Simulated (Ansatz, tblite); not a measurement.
# The cluster Al₁₀As₁₀H₃₀: one state, many levels

Aim: run the singlet of the cluster Al₁₀As₁₀H₃₀ at one geometry on many levels, and compare frontier levels, spin and run time.

The runs use Ansatz 0.2.0, Gaussian basis; as each input shows.

The runs, in order: GFN1-xTB, GFN2-xTB, PBE-D4/def2-SVP, r2SCAN-D4/def2-SVP, PBE-QIDH/def2-SVP, revPBE-D4/def2-SVP, PBE0-D4/def2-TZVP, PBE-D4/def2-TZVP, HF/STO-3G, HF/6-31G, B3LYP-D4/6-31G, MP2/def2-SVP, RPA/def2-SVP.

## 1. The geometry

The singlet was relaxed beforehand with r2SCAN-D4/def2-SVP.

50 atoms, charge 0, spin multiplicity 1.

Bond lengths: Al1–As11 2.516 Å, Al1–As12 2.492 Å, Al1–As13 2.468 Å, Al1–H21 1.587 Å, Al2–As11 2.558 Å, Al2–As14 2.511 Å, Al2–H22 1.586 Å, Al2–H23 1.599 Å, Al3–As13 2.467 Å, Al3–As15 2.494 Å, Al3–As16 2.517 Å, Al3–H24 1.587 Å, Al4–As14 2.492 Å, Al4–As15 2.538 Å, Al4–H25 1.587 Å, Al4–H26 1.600 Å, Al5–As12 2.539 Å, Al5–As17 2.492 Å and more. Angles: As11–Al1–As12 96.4°, As11–Al1–As13 107.6°, As11–Al1–H21 112.3°, As12–Al1–As13 106.7°, As12–Al1–H21 116.6°, As13–Al1–H21 115.3°, As11–Al2–As14 101.5°, As11–Al2–H22 109.1°, As11–Al2–H23 101.5°, As14–Al2–H22 114.2°, As14–Al2–H23 105.2°, H22–Al2–H23 122.7°, As13–Al3–As15 106.8°, As13–Al3–As16 107.6°, As13–Al3–H24 115.3°, As15–Al3–As16 96.1°, As15–Al3–H24 116.4°, As16–Al3–H24 112.7° and more.

PBE0-D4/def2-SVP was run before; its log isn't repeated, and its numbers join the tables.

## 2. GFN1-xTB

Tight binding, by tblite at 300 K electronic temperature and without a spin-polarisation term:

```python
tblite.interface.Calculator('GFN1-xTB', numbers, positions, charge=0, uhf=0).singlepoint()
```

Energy -1444.0812 eV, HOMO -10.38 eV, LUMO -6.78 eV; 0.53 s.

## 3. GFN2-xTB

Tight binding, by tblite at 300 K electronic temperature and without a spin-polarisation term:

```python
tblite.interface.Calculator('GFN2-xTB', numbers, positions, charge=0, uhf=0).singlepoint()
```

Energy -1354.6530 eV, HOMO -9.66 eV, LUMO -6.92 eV; 0.48 s.

## 4. PBE-D4/def2-SVP

start.molden holds the orbitals of an earlier run on this state, given as this run's starting guess.

in.yaml reads:

```yaml
crystal:
  periodic: [false, false, false]
  atoms:
    - {symbol: Al, position_ang: [-2.029469, -2.335338, -0.610298]}
    - {symbol: Al, position_ang: [-2.623383, 1.177078, -3.583048]}
    - {symbol: Al, position_ang: [-2.341584, 0.598255, 2.023526]}
    - {symbol: Al, position_ang: [-1.980684, 3.761174, -0.666806]}
    - {symbol: Al, position_ang: [0.688428, -2.007025, -3.762013]}
    - {symbol: Al, position_ang: [0.629896, -2.019677, 2.330540]}
    - {symbol: Al, position_ang: [3.591541, -2.602054, -1.185922]}
    - {symbol: Al, position_ang: [0.700986, 0.709371, -0.709604]}
    - {symbol: Al, position_ang: [1.157963, 3.572466, 2.632341]}
    - {symbol: Al, position_ang: [3.774939, 0.715516, 1.968083]}
    - {symbol: As, position_ang: [-3.164294, -1.053596, -2.453777]}
    - {symbol: As, position_ang: [-0.412860, -3.546226, -2.069228]}
    - {symbol: As, position_ang: [-0.716668, -0.723334, 0.719175]}
    - {symbol: As, position_ang: [-0.818724, 2.073088, -2.084392]}
    - {symbol: As, position_ang: [-3.540011, 2.069395, 0.405153]}
    - {symbol: As, position_ang: [-1.071943, 2.441610, 3.174426]}
    - {symbol: As, position_ang: [2.077785, -0.806645, -2.076405]}
    - {symbol: As, position_ang: [2.474398, -3.151811, 1.048086]}
    - {symbol: As, position_ang: [2.100293, -0.397755, 3.521753]}
    - {symbol: As, position_ang: [2.056396, 2.096877, 0.806904]}
    - {symbol: H, position_ang: [-3.047104, -3.228925, 0.217883]}
    - {symbol: H, position_ang: [-2.154154, 0.904630, -5.073125]}
    - {symbol: H, position_ang: [-3.924677, 2.037103, -3.231314]}
    - {symbol: H, position_ang: [-3.248044, -0.236960, 3.023568]}
    - {symbol: H, position_ang: [-2.757863, 4.858149, -1.509938]}
    - {symbol: H, position_ang: [-1.134256, 4.120520, 0.642901]}
    - {symbol: H, position_ang: [-0.617986, -1.175849, -4.168057]}
    - {symbol: H, position_ang: [1.559985, -2.806578, -4.822568]}
    - {symbol: H, position_ang: [-0.188650, -3.029920, 3.241340]}
    - {symbol: H, position_ang: [3.235758, -3.904872, -2.041540]}
    - {symbol: H, position_ang: [5.084194, -2.133986, -0.925618]}
    - {symbol: H, position_ang: [0.894236, 5.073769, 2.190137]}
    - {symbol: H, position_ang: [2.021397, 3.199105, 3.926576]}
    - {symbol: H, position_ang: [4.179247, -0.579449, 1.119977]}
    - {symbol: H, position_ang: [4.839751, 1.589192, 2.759098]}
    - {symbol: H, position_ang: [-3.359414, -2.091306, -3.533679]}
    - {symbol: H, position_ang: [-4.609149, -0.995834, -2.005458]}
    - {symbol: H, position_ang: [-1.215343, -4.641798, -2.730203]}
    - {symbol: H, position_ang: [0.515681, -4.420339, -1.263829]}
    - {symbol: H, position_ang: [0.105872, 2.877943, -2.969553]}
    - {symbol: H, position_ang: [-4.401550, 1.272707, -0.541360]}
    - {symbol: H, position_ang: [-4.644301, 2.721262, 1.202273]}
    - {symbol: H, position_ang: [-2.109786, 3.522120, 3.363291]}
    - {symbol: H, position_ang: [-1.025595, 1.988585, 4.617967]}
    - {symbol: H, position_ang: [2.958794, 0.116502, -2.887999]}
    - {symbol: H, position_ang: [2.029169, -4.598339, 0.997139]}
    - {symbol: H, position_ang: [3.561443, -3.340693, 2.079690]}
    - {symbol: H, position_ang: [2.769438, -1.198425, 4.614104]}
    - {symbol: H, position_ang: [1.294006, 0.527587, 4.399323]}
    - {symbol: H, position_ang: [2.835896, 3.002735, -0.119512]}
basis:
  gaussian: {orbitals: def2-SVP, fitting: {mean_field: def2-universal-jkfit}, initial_orbitals: start.molden}
hamiltonian: {xc: pbe, dispersion: d4}
scf: {omitted_lower_state_checks: [starts]}
output: {orbitals: {seedname: orbitals}}
```

Command:

```console
$ ansatz run in.yaml --threads 5 --pin off --events-out ev --progress --plain --max-ram 66560MiB --backend cuda --devices 0, --max-vram 37GiB
```

Further steps of the session: r2SCAN-D4/def2-SVP; PBE-QIDH/def2-SVP; revPBE-D4/def2-SVP; PBE0-D4/def2-TZVP; PBE-D4/def2-TZVP; HF/STO-3G; HF/6-31G; B3LYP-D4/6-31G; MP2/def2-SVP; RPA/def2-SVP.

**Question.** What will the summary of the whole plan be? Wanted: gap in def2-SVP, named functionals, smallest and largest; correlation energy, MP2/def2-SVP; binding an atom, functionals in def2-SVP; PBE0 total energy, smallest basis above largest.

As calculated:

```
                                                quantity                                    value
gap in def2-SVP, named functionals, smallest and largest      3.87 eV (PBE-D4), 5.57 eV (PBE0-D4)
                        correlation energy, MP2/def2-SVP                                -85.62 eV
                binding an atom, functionals in def2-SVP  2.68 (revPBE-D4) to 2.75 eV (r2SCAN-D4)
         PBE0 total energy, smallest basis above largest           97.79 eV (def2-SVP, def2-TZVP)
```

In words: Over the named functionals in def2-SVP the gap runs from 3.87 eV (PBE-D4) to 5.57 eV (PBE0-D4); exact exchange widens it.
